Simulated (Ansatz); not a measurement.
# CH6FNSSi, SMILES C[Si](N)(F)S: a single point in a Gaussian basis

Computed with Ansatz 0.2.0 through its Python package.

Input file `ch6fnssi.xyz`:
```text
11

C    -1.37080    0.42180    0.26890
Si    0.28790    0.22170   -0.34040
N     1.30970   -0.34970    0.84310
F     0.99260    1.62040   -0.82820
S     0.38890   -1.21420   -1.91730
H    -1.45890    1.20580    1.07670
H    -1.83150   -0.46410    0.62890
H    -2.03390    0.86040   -0.54330
H     2.23650   -0.52550    0.44370
H     1.53720    0.41920    1.51740
H     0.00770   -2.25290   -1.12890
```

Interactive session:
```pycon
>>> import ansatz as az
>>> import numpy as np
>>> geometry = az.Crystal.molecule_from_extxyz("ch6fnssi.xyz")
>>> setup = geometry.calculation().basis(gaussian="cc-pVDZ").correlation("mp2").forces()
>>> done = setup.run()

>>> data = done.report
>>> data["free_energy_ev"]
-24016.115634388414
>>> print("reference energy %16.6f eV" % data["reference_energy_ev"])
reference energy    -23996.149350 eV
>>> print("total energy     %16.6f eV" % data["free_energy_ev"])
total energy        -24016.115634 eV
>>> print("occupied orbitals outside the frozen core (up, down):", data["n_occupied"], " frozen:", data["n_frozen"], " virtual:", data["n_virtual"])
occupied orbitals outside the frozen core (up, down): [16, 16]  frozen: 13  virtual: [79, 79]
>>> parts = data["correlation"]
>>> for name in ("random_phase", "coupled_cluster", "perturbative"):
...     if name in parts:
...         print(f"{name:16s} {parts[name]['energy']['hartree']:12.7f} Ha")
...
>>> if "second_order" in parts:
...     pair = parts["second_order"]
...     print(f"MP2 same spin {pair['same_spin']['hartree']:.7f} Ha, opposite spin {pair['opposite_spin']['hartree']:.7f} Ha")
...
MP2 same spin -0.1841391 Ha, opposite spin -0.5496083 Ha
>>> symbols = [site.symbol for site in geometry.cartesian_sites]
>>> forces = np.array(data["forces_ev_ang"])
>>> print("largest force", round(float(np.linalg.norm(forces, axis=1).max()), 4), "eV/A, rms", round(float(np.sqrt((forces ** 2).mean())), 4))
largest force 3.9602 eV/A, rms 1.0554
>>> charges = data["charge_distribution"]
>>> dipole = np.array(charges["dipole_moment_e_ang"]) * 4.803205
>>> print("dipole (D): {:.3f} {:.3f} {:.3f}, length {:.3f}".format(*dipole, np.linalg.norm(dipole)))
dipole (D): -0.728 -0.124 1.992, length 2.125
>>> print("atom  Mulliken   Lowdin")
atom  Mulliken   Lowdin
>>> for symbol, m, l in zip(symbols, charges["mulliken_charges_e"], charges["lowdin_charges_e"]):
...     print(f"{symbol:4s} {m:9.3f} {l:8.3f}")
...
C       -0.313   -0.101
Si       0.735   -0.316
N       -0.327    0.110
F       -0.351    0.017
S       -0.295    0.145
H        0.068    0.048
H        0.070    0.022
H        0.078    0.053
H        0.118    0.004
H        0.114    0.025
H        0.103   -0.006
```

Total energies depend on the basis set; only differences at equal settings carry meaning. The geometry is a force-field or estimated start, not a minimum of this method, and the basis set is short of its limit. The Löwdin charges here are taken after orthogonalising the functions within each atom; they differ from plain Löwdin charges, and their signs can be unphysical. Timing: 5 s on 1 thread of Arm Neoverse V2, on a shared host, peak memory 0.32 GiB.

(Lines on the test bed's own set-up are left out of the output.)
